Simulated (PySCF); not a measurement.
# H4O2Pb (Pb(H2O)22+): the cost of one run

Computed with PySCF 2.14.0. Level: several levels, as the steps say, no spin–orbit coupling.

1 further run of the same task is left out (for a known fault of the program).

### Step 1. Starting geometry

7 atoms, charge 2, spin multiplicity 1.

Bond lengths: Pb1–O2 2.352 Å, Pb1–O5 2.365 Å, O2–H3 0.977 Å, O2–H4 0.976 Å, O5–H6 0.977 Å, O5–H7 0.976 Å. Angles: O2–Pb1–O5 87.9°, Pb1–O2–H3 125.8°, Pb1–O2–H4 128.0°, H3–O2–H4 106.0°, Pb1–O5–H6 125.3°, Pb1–O5–H7 127.9°, H6–O5–H7 105.7°.

As a file:

```
atom    x (Å)    y (Å)    z (Å)
 Pb1   1.4090   0.4694  -0.0222
  O2  -0.1819   0.0091   1.6480
  H3  -0.1100   0.2584   2.5902
  H4  -1.0000  -0.5173   1.5707
  O5  -0.2177  -0.1511  -1.6223
  H6  -0.0635  -0.7464  -2.3814
  H7  -1.0879   0.2613  -1.7830
```

Formal oxidation states: Pb +2. An earlier session relaxed this geometry at PBE0, Pb def2-SVP with ECP60, O def2-SVP, H def2-SVP (singlet, point group C1).

At PBE0 on the finer grid: E = -344.818263 Eh, HOMO -20.41 eV, LUMO -13.26 eV, Mulliken charge on Pb1 +1.50 e, largest force component 0.009 eV/Å. 

Levels to run: TPSSh; wB97X; PBE0, TZVP. Hardware: 2 threads of Arm Neoverse V1, shared host.

### Step 2. TPSSh

run.py (the lines that set the calculation)

```python
mol = gto.M(atom='''
Pb     1.40899     0.46944    -0.02219
O     -0.18192     0.00912     1.64801
H     -0.10995     0.25842     2.59020
H     -1.00000    -0.51731     1.57071
O     -0.21766    -0.15109    -1.62227
H     -0.06350    -0.74638    -2.38144
H     -1.08788     0.26132    -1.78302''',
    basis={'Pb': 'def2-SVP', 'O': 'def2-SVP', 'H': 'def2-SVP'},
    ecp={'Pb': 'def2-SVP'},
    charge=2, spin=0)
mf = dft.RKS(mol, xc='TPSSH')
mf.grids.atom_grid = (75, 302)
mf = mf.density_fit()  # fitting sets: Pb def2-universal-JKFIT, O def2-universal-JKFIT, H def2-universal-JKFIT
mf.conv_tol = 1e-08; mf.max_cycle = 55
mf.kernel(dm0)  # dm0: the density of the relaxed state
```

Run with:

```
$ OMP_NUM_THREADS=2 python run.py
```

**Question.** How long does this run take on 2 threads of Arm Neoverse V1, shared host?

About 4.3 s.
